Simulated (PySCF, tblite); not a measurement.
# C₃H₁₃AlSSi: geometry, infrared bands and NMR shifts

Wanted: the infrared bands and NMR shifts of C₃H₁₃AlSSi (`C[S+](C)[AlH2-][CH2][SiH3]`), by calculation.

Programs: tblite 0.8.0 and PySCF 2.14.0, with density-fitted response routines of our own. Each step states its level of theory. These are calculated values for one molecule in the gas phase, unless marked as measured. Atoms count from 0, in the outputs and in this text.

## Step 1: The starting structure

19 atoms, charge 0, multiplicity 1; geometry from: force field or distance geometry start.

Bonds of the start (Å): C0–S1 1.75, S1–C2 1.76, S1–Al3 2.23, Al3–C4 2.01, C4–Si5 1.88, C0–H6 1.11, C0–H7 1.11, C0–H8 1.12, C2–H9 1.12, C2–H10 1.11, C2–H11 1.12, Al3–H12 1.57, Al3–H13 1.60, C4–H14 1.12, C4–H15 1.10, Si5–H16 1.45, Si5–H17 1.47, Si5–H18 1.49.

## Step 2: Optimising the geometry with GFN2-xTB

What the job is given:

```
{"job": {"kind": "relax", "xc": "GFN2-xTB", "basis": "xTB"}, "charge": 0, "multiplicity": 1}
C     -1.312100     1.573600    -0.825100
S     -1.264300     0.268100     0.333300
C     -2.778400    -0.588800     0.571600
Al     0.292500    -1.252200    -0.159400
C      1.904500    -0.732200     0.916600
Si     2.801000     0.562600    -0.106900
H     -2.256000     1.642800    -1.398900
H     -0.467200     1.452000    -1.537600
H     -1.151700     2.549500    -0.309900
H     -3.663300     0.090300     0.710300
H     -2.670900    -1.195900     1.498700
H     -2.948600    -1.306800    -0.268300
H      0.623200    -1.302900    -1.696900
H     -0.293900    -2.668400     0.312300
H      1.513600    -0.233700     1.834800
H      2.513600    -1.621600     1.120100
H      3.194000     0.053300    -1.411400
H      1.965100     1.763700    -0.291700
H      3.989200     0.955900     0.701000
```

Run with:

```sh
$ OMP_NUM_THREADS=1 python probes_run.py task.json out
```

The driver reads the jobs from task.json and runs them one after another.

**Question.** This job is followed by: GFN2-xTB harmonic vibrations, gas phase; GIAO PBE0/pcSseg-1 NMR shielding, non-relativistic, gas phase. Predict these results of the whole session: strongest single infrared mode (GFN2-xTB); zero-point energy (GFN2-xTB); ¹³C shifts against TMS (PBE0/pcSseg-1, means over atoms taken as alike); ¹H shifts against TMS (PBE0/pcSseg-1, means over atoms taken as alike); ³³S shifts against CS2 (PBE0/pcSseg-1); ²⁷Al shifts against AlH4- (PBE0/pcSseg-1); ²⁹Si shifts against TMS (PBE0/pcSseg-1).

As calculated:

| quantity | value |
| --- | --- |
| strongest single infrared mode (GFN2-xTB) | 780 cm⁻¹, 626 km/mol |
| zero-point energy (GFN2-xTB) | 85.6 kcal/mol |
| ¹³C shifts against TMS (PBE0/pcSseg-1, means over atoms taken as alike) | 27.7, -16.7 ppm |
| ¹H shifts against TMS (PBE0/pcSseg-1, means over atoms taken as alike) | 4.23, 4.06, 2.39, -0.66 ppm |
| ³³S shifts against CS2 (PBE0/pcSseg-1) | -112 ppm |
| ²⁷Al shifts against AlH4- (PBE0/pcSseg-1) | 107.8 ppm |
| ²⁹Si shifts against TMS (PBE0/pcSseg-1) | -71.2 ppm |

Relaxing lowered the energy by 1.253 eV in 153 steps; the close pair that moved most is S1–Al3, from 2.231 to 2.493 Å. The lowest mode is imaginary (21i cm⁻¹), so the xTB geometry is not a minimum. The strongest single mode, at 780 cm⁻¹, is spread over many atoms; the largest shares are those of H12, H13. Unscaled tight-binding wavenumbers are off by several per cent, some by more. Its intensities can rank the bands wrongly. At PBE0/pcSseg-1: The largest span, 299 ppm, is at S1, where the paramagnetic term is -445 ppm.
